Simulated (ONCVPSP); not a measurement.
# An ONCV potential for Ge, from input to tests

Do these settings give a usable potential? It is generated, then checked for transferability, scattering, ghosts and hardness.

Method: ONCVPSP 4.0.1, PBE, scalar-relativistic.

### Step 1. Starting point

The settings as typed:

* element: germanium (Ge, Z = 32)
* type: optimised norm-conserving Vanderbilt (ONCV)
* frozen core: [Ar] 3d10
* valence charge: 4
* reference configuration: 4s2 4p1.5 (charge +0.5)
* partial waves: 4s: rc 1.50 bohr, ncon 5, nbas 9, qcut 4.9 1/bohr, 2 projectors, debl 3.5 Ha; 4p: rc 1.80 bohr, ncon 4, nbas 9, qcut 4.3 1/bohr, 2 projectors, debl 1.4 Ha; d scattering state at 0.44 Ha: rc 1.50 bohr, ncon 4, nbas 7, qcut 5.6 1/bohr, 1 projector
* local potential: polynomial inside 1.15 bohr (lpopt 5, dvloc0 0 Ha)
* core correction: not asked for

An earlier all-electron run gives the scale for the radii.

All-electron outer shells of the reference configuration (PBE, scalar-relativistic, ld1.x):

```csv
shell,level (eV),outermost node (bohr),outermost maximum (bohr)
3p,-119.86,0.23,0.54
3d,-33.54,–,0.50
4s,-15.60,0.77,1.73
4p,-7.38,0.82,2.14
```

### Step 2. Generation

Ge.dat

```
# ATOM AND REFERENCE CONFIGURATION
# atsym  z   nc   nv     iexc    psfile
  Ge 32.00    6    2        4      upf
#
#   n    l    f
    1    0    2.00
    2    0    2.00
    2    1    6.00
    3    0    2.00
    3    1    6.00
    3    2   10.00
    4    0    2.00
    4    1    1.50
#
# PSEUDOPOTENTIAL AND OPTIMIZATION
# lmax
    2
#
#   l,   rc,      ep,       ncon, nbas, qcut
    0    1.50    0.00    5    9    4.90
    1    1.80    0.00    4    9    4.30
    2    1.50    0.44    4    7    5.60
#
# LOCAL POTENTIAL
# lloc, lpopt,  rc(5),   dvloc0
    4    5    1.15    0.00
#
# VANDERBILT-KLEINMAN-BYLANDER PROJECTORs
# l, nproj, debl
    0    2    3.50
    1    2    1.40
    2    1    0.90
#
# MODEL CORE CHARGE
# icmod, fcfact, rcfact
    0    0.00    0.00
#
# LOG DERIVATIVE ANALYSIS
# epsh1, epsh2, depsh
   -2.00    5.00    0.02
#
# OUTPUT GRID
# rlmax, drl
    6.00    0.01
#
# TEST CONFIGURATIONS
# ncnf
    4
# nvcnf
#   n    l    f
    2
    4    0    2.00
    4    1    2.00
#
    2
    4    0    2.00
    4    1    1.00
#
    2
    4    0    2.00
    4    1    0.00
#
    2
    4    0    0.00
    4    1    4.00
#
```

Launch:

```console
$ oncvpsp.x < Ge.dat > Ge.out
```

Q: Predict the outcome of this session. Wanted: cutoffs for 1 and 0.1 mHa per electron, occupied waves; bound ghosts; GHOST(+) flags; largest test error; largest phase difference near zero energy, channels read.

**Answer**, as computed:

| quantity | value |
| --- | --- |
| cutoffs for 1 and 0.1 mHa per electron, occupied waves | 28 Ha and 93 Ha |
| bound ghosts | none found |
| GHOST(+) flags | s at 18 eV, s at 1697 eV (2 near or above the test basis's cutoff) |
| largest test error (AE − PS) | +56 meV, for 4s0 4p4 |
| largest phase difference near zero energy, channels read | 0.093 rad |

**Reading.** The worst unpolarised test, 4s0 4p4, is off by 56 meV on 13.4 eV; by total energies transferability rates as fair. It counts as of middling hardness, with 28 Ha needed at the looser tolerance. The tighter tolerance needs 93 Ha, and converged work needs a cutoff nearer that. At the looser tolerance the 4s wave is the slowest; 4p needs 7 Ha. That counts occupied waves only; other projectors can need more. It is free of bound ghosts as far as tested. Of the channels read, d scatters worst near zero energy, by up to 0.09 rad. The pseudo curves have a pole with no partner nearby in the atom's: s at 0.62 Ha. At positive energy that is a spurious or a displaced resonance. The program also flags highly localised states, GHOST(+) (s).
